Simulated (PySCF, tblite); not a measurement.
**ClF2O2Si radical, a small gas-phase stand-in for a defect centre (Si site with back bonds F, F, Cl): EPR parameters**

Aim: the EPR parameters of `[O]O[Si](F)(F)Cl`. It is drawn as: peroxy radical.

Computed with tblite 0.8.0 and PySCF 2.14.0; each step states its level. No surroundings beyond the atoms listed, unless a continuum is named. Atoms count from 0, parts from 1.

## (1) Starting point

6 atoms, charge 0, multiplicity 2; geometry: distance geometry start.

## (2) Relaxing the cluster with GFN2-xTB

The job: settings as JSON, then the geometry in Å.

```
{"job": {"kind": "relax", "xc": "GFN2-xTB", "basis": "xTB"}, "charge": 0, "multiplicity": 2}
Si    -0.212795     0.541135     1.014648
F     -0.783469    -1.007453     1.257591
F      1.305719     0.728594     1.748832
Cl    -0.051820     0.909597    -1.064190
O     -1.346483     1.693382     1.721576
O     -1.035129     2.914984     2.130860
```

Method: GFN2-xTB geometry optimisation, gas phase.

The run is started by

```
OMP_NUM_THREADS=1 python cluster_run.py task.json out
```

One launch serves the whole session: the jobs run in the order shown.

**Question.** The jobs that follow are: PBE0-D3(BJ)/def2-SVP geometry optimisation, gas phase; UKS B3LYP, IGLO-III on Cl F O Si, non-relativistic, mean-field spin-orbit, GIAO; UKS BHandHLYP, IGLO-III on Cl F O Si, non-relativistic, mean-field spin-orbit, GIAO. Predict: point group; rotational constants (main isotopes); g(iso) (B3LYP); ⟨S²⟩; largest a(iso); potential on the surface of density 0.002 e/bohr³, 1st and 99th percentile.

**Answer**, as computed:

| quantity | value |
| --- | --- |
| point group | C1 |
| rotational constants (main isotopes) | 2.60, 2.20, 1.72 GHz |
| g(iso) (B3LYP) | 2.01801 |
| ⟨S²⟩ | 0.754 (exact 0.75) |
| largest a(iso) | 17O on O5, -48.0 MHz |
| potential on the surface of density 0.002 e/bohr³, 1st and 99th percentile | -0.72 V and 1.93 V |

In words: The start of the PBE0/def2-SVP relaxation was shaken at random by about 0.01 Å, so part of the energy gained, and of the first lengths quoted, undoes that. Over 8 steps the energy fell by 0.270 eV; of the close pairs, Si0–F2 changed most, 1.545 to 1.590 Å (PBE0/def2-SVP). The largest share of the spin, 0.76 e, sits on O5. The isotropic g lies 15.7 ppt above the free-electron value. These values are not to be trusted: the run shows nearly degenerate orbitals, where second-order g theory doesn't apply.
